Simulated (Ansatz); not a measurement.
# Cl₂H₂N₂W: basis-set convergence

One table from this session's results is given with a row withheld; the runs are named, their logs left out.

Method: one geometry, several basis sets; program: Ansatz 0.2.0, Gaussian basis.

Plan: PBE0-D4/def2-SVP; ωB97M-V/def2-SVP; PBE0-D4/def2-QZVPP; ωB97M-V/def2-QZVPP; the functionals' def2-TZVPP values are taken from earlier runs.

### The geometry

The geometry comes from an earlier relaxation with PBE0-D4 in a triple-zeta def2 set; it is a stationary point, not always the lowest conformer. W takes the def2 core potential; no spin-orbit term is included.

7 atoms, charge 0, spin multiplicity 1.

Atoms are counted from 1 here; the program's logs count them from 0.

Bond lengths: N1–W2 1.737 Å, N1–H6 1.009 Å, W2–N3 1.737 Å, W2–Cl4 2.277 Å, W2–Cl5 2.277 Å, N3–H7 1.009 Å. Angles: W2–N1–H6 155.0°, N1–W2–N3 110.1°, N1–W2–Cl4 107.8°, N1–W2–Cl5 107.8°, N3–W2–Cl4 107.8°, N3–W2–Cl5 107.8°, Cl4–W2–Cl5 115.6°, W2–N3–H7 155.0°.

Set-up of the first run:

Contents of in.yaml:

```yaml
crystal:
  periodic: [false, false, false]
  atoms:
    - {symbol: N, position_ang: [-0.887960, -1.163692, -0.413590]}
    - {symbol: W, position_ang: [0.460578, -0.117436, -0.088918]}
    - {symbol: N, position_ang: [-0.098432, 1.383785, 0.583782]}
    - {symbol: Cl, position_ang: [1.770703, -1.134407, 1.471678]}
    - {symbol: Cl, position_ang: [1.476533, 0.344725, -2.073947]}
    - {symbol: H, position_ang: [-1.864584, -1.415618, -0.437744]}
    - {symbol: H, position_ang: [-0.795538, 2.034543, 0.913039]}
basis:
  gaussian: {orbitals: def2-SVP}
hamiltonian: {xc: pbe0, dispersion: d4}
output: {orbitals: {seedname: orbitals}}
```

The run is started by

```bash
$ ansatz run in.yaml --threads 4 --pin off --events-out ev --progress --plain --max-ram 10444MiB
```

Steps of the session up to this table: PBE0-D4 in def2-SVP; ωB97M-V in def2-SVP; PBE0-D4 in def2-QZVPP; ωB97M-V in def2-QZVPP.

One of the session's tables, all rows but one given; the rest of the session is left out.

It belongs to the step «Functionals by basis». 

```
functional       basis  HOMO (eV)  LUMO (eV)
   PBE0-D4    def2-SVP      -8.22      -2.20
   PBE0-D4  def2-TZVPP      -8.23      -2.36
   PBE0-D4  def2-QZVPP          ?          ?
   ωB97M-V    def2-SVP     -10.39      -0.14
   ωB97M-V  def2-TZVPP     -10.43      -0.33
   ωB97M-V  def2-QZVPP     -10.47      -0.40
```

Estimate the missing values for PBE0-D4, def2-QZVPP.

The run gave: HOMO (eV): -8.26; LUMO (eV): -2.41. In the column «HOMO (eV)» it lies between ωB97M-V, def2-SVP (-10.39) and PBE0-D4, def2-TZVPP (-8.23).
